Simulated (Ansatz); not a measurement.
**ZrSc: a single-point run**

The task is a single-point run on ZrSc. The structure is shown as the input types it.

Method: DFT, r2SCAN, PAW with Ansatz's default frozen-core files, scalar-relativistic, in Ansatz 0.2.0.

### 1 The structure to begin with

Symmetry: P-6m2, No. 187, hexagonal system. Conventional cell: a = 3.283 Å, b = 3.283 Å, c = 5.155 Å, α = 90.00°, β = 90.00°, γ = 120.00°. Zr (site symmetry -6m2) has 6 Sc at 3.20 Å and 6 Zr at 3.28 Å as nearest neighbours. Sc (site symmetry -6m2) is surrounded by 6 Zr at 3.20 Å and 6 Sc at 3.28 Å.

As a file:

```cif
data_structure
_symmetry_space_group_name_H-M 'P-6m2'
_symmetry_Int_Tables_number 187
_cell_length_a 3.2828
_cell_length_b 3.2828
_cell_length_c 5.1550
_cell_angle_alpha 90.000
_cell_angle_beta 90.000
_cell_angle_gamma 120.000
_cell_volume 48.11
loop_
_atom_site_label
_atom_site_type_symbol
_atom_site_symmetry_multiplicity
_atom_site_Wyckoff_symbol
_atom_site_fract_x
_atom_site_fract_y
_atom_site_fract_z
_atom_site_occupancy
Zr1 Zr 1 e 0.66667 0.33333 0.00000 1
Sc1 Sc 1 b 0.00000 0.00000 0.50000 1
```

### 2 Input and run

input.yaml reads:

```yaml
crystal:
  lattice:
    - [3.2828456728, 0.0, 0.0]
    - [-1.6414228364, 2.8430277493, 0.0]
    - [0.0, 0.0, 5.15500536]
  atoms:
    - { symbol: Zr, position: [0.6666666667, 0.3333333333, 0.0], spin: 0.8 }
    - { symbol: Sc, position: [0.0, 0.0, 0.5], spin: 0.8 }
magnetization:
  spin_polarized: true
  initial_magnetization: 1.6
  spin_locking: { lock_magnetization: hard }
kpoints:
  mp_grid: { grid: [10, 10, 6] }
scf:
  occupations: { method: fermi_dirac, width: 0.05 }
  lower_state_search: "off"
  max_iter: 60
hamiltonian:
  xc: r2scan
  pseudopotentials: { kind: paw }
output:
  forces: true
  stress: true
  eigenvalues: true
basis:
  ecutrho_ratio: 2
```

On the command line:

```
$ ansatz run input.yaml --threads 1 --pin off --max-ram 3072MiB --backend cpu --events-out ev --progress --plain --runs-dir out
```

What happens when this is run?

The program finished normally, with warnings (cutoff below recommended, locked moment state unchecked, stability check not made). Its log warns: «basis.ecutrho_ratio = 2 (ecutrho = 1000 eV) is below the records' recommended 2000 eV»

In the input, basis.ecutrho_ratio is 2. The density grid can't hold the products of the orbitals.

Run again and compare: delete basis.ecutrho_ratio (the default then holds).
